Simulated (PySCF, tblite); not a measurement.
# C6H12OSi2: geometry, infrared bands and NMR shifts

What infrared bands and NMR shifts should C6H12OSi2 (`C#C/C=C\C[SiH2]CO[SiH3]`) show?

Programs: tblite 0.8.0 and PySCF 2.14.0, with density-fitted response routines of our own. Each step states its level of theory. These are calculated values for one molecule in the gas phase, unless marked as measured. Atoms count from 0, in the outputs and in this text.

### 1 Starting geometry

21 atoms, charge 0, multiplicity 1; geometry from: force field or distance geometry start.

Bonds of the start (Å): C0–C1 1.20, C1–C2 1.42, C2–C3 1.36, C3–C4 1.50, C4–Si5 1.89, Si5–C6 1.88, C6–O7 1.44, O7–Si8 1.67, C0–H9 1.07, C2–H10 1.08, C3–H11 1.09, C4–H12 1.09, C4–H13 1.09, Si5–H14 1.49, Si5–H15 1.48, C6–H16 1.09, C6–H17 1.10, Si8–H18 1.49, Si8–H19 1.48, Si8–H20 1.49.

### 2 Geometry optimisation with GFN2-xTB

The job: settings as JSON, then the geometry in Å.

```
{"job": {"kind": "relax", "xc": "GFN2-xTB", "basis": "xTB"}, "charge": 0, "multiplicity": 1}
C      1.685100     0.680300     2.363400
C      2.082600     0.188600     1.343200
C      2.585300    -0.415000     0.163400
C      2.143300    -0.075100    -1.075600
C      1.120900     0.968900    -1.410200
Si    -0.541100     0.296100    -1.993100
C     -1.446500    -0.550400    -0.574000
O     -1.787100     0.299600     0.535300
Si    -2.512400    -0.386800     1.867700
H      1.303500     1.129700     3.261900
H      3.333300    -1.182600     0.266300
H      2.588900    -0.608100    -1.910800
H      1.536300     1.587500    -2.212500
H      0.952800     1.653700    -0.582400
H     -1.369400     1.410500    -2.541300
H     -0.321500    -0.678100    -3.082500
H     -2.362500    -0.986500    -0.984800
H     -0.809500    -1.379300    -0.218100
H     -2.717200     0.657900     2.911700
H     -1.646600    -1.464100     2.400700
H     -3.827200    -0.953800     1.471200
```

The run is started by

```console
$ OMP_NUM_THREADS=1 python probes_run.py task.json out
```

The driver reads the jobs from task.json and runs them one after another.

**Question.** This job is followed by: GFN2-xTB harmonic vibrations, gas phase; GIAO PBE0/pcSseg-1 NMR shielding, non-relativistic, gas phase. What will the session give for the following? strongest single infrared mode (GFN2-xTB); zero-point energy (GFN2-xTB); ¹³C shifts against TMS (PBE0/pcSseg-1); ¹H shifts against TMS (PBE0/pcSseg-1, means over atoms taken as alike); ²⁹Si shifts against TMS (PBE0/pcSseg-1); ¹⁷O shifts against H2O (PBE0/pcSseg-1).

The runs gave:

```
                                                              quantity                                         value
                             strongest single infrared mode (GFN2-xTB)                         2201 cm⁻¹, 393 km/mol
                                          zero-point energy (GFN2-xTB)                                 94.0 kcal/mol
                                ¹³C shifts against TMS (PBE0/pcSseg-1)      153.1, 113.6, 95.2, 85.8, 53.2, 18.6 ppm
¹H shifts against TMS (PBE0/pcSseg-1, means over atoms taken as alike)  6.41, 5.72, 4.88, 4.18, 3.68, 3.00, 2.50 ppm
                               ²⁹Si shifts against TMS (PBE0/pcSseg-1)                              -34.3, -43.3 ppm
                                ¹⁷O shifts against H2O (PBE0/pcSseg-1)                                     -12.6 ppm
```

What this shows: Relaxing lowered the energy by 0.308 eV in 108 steps; the close pair that moved most is O7–Si8, from 1.665 to 1.617 Å. No mode is imaginary among the 57: a minimum at this level. The strongest single mode, at 2201 cm⁻¹, moves mainly H20. GFN2-xTB is a fitted tight-binding method: band positions and strengths are rough. Its intensities can rank the bands wrongly. At PBE0/pcSseg-1: The widest tensor belongs to C1: span 293 ppm, with a paramagnetic part of -158 ppm.
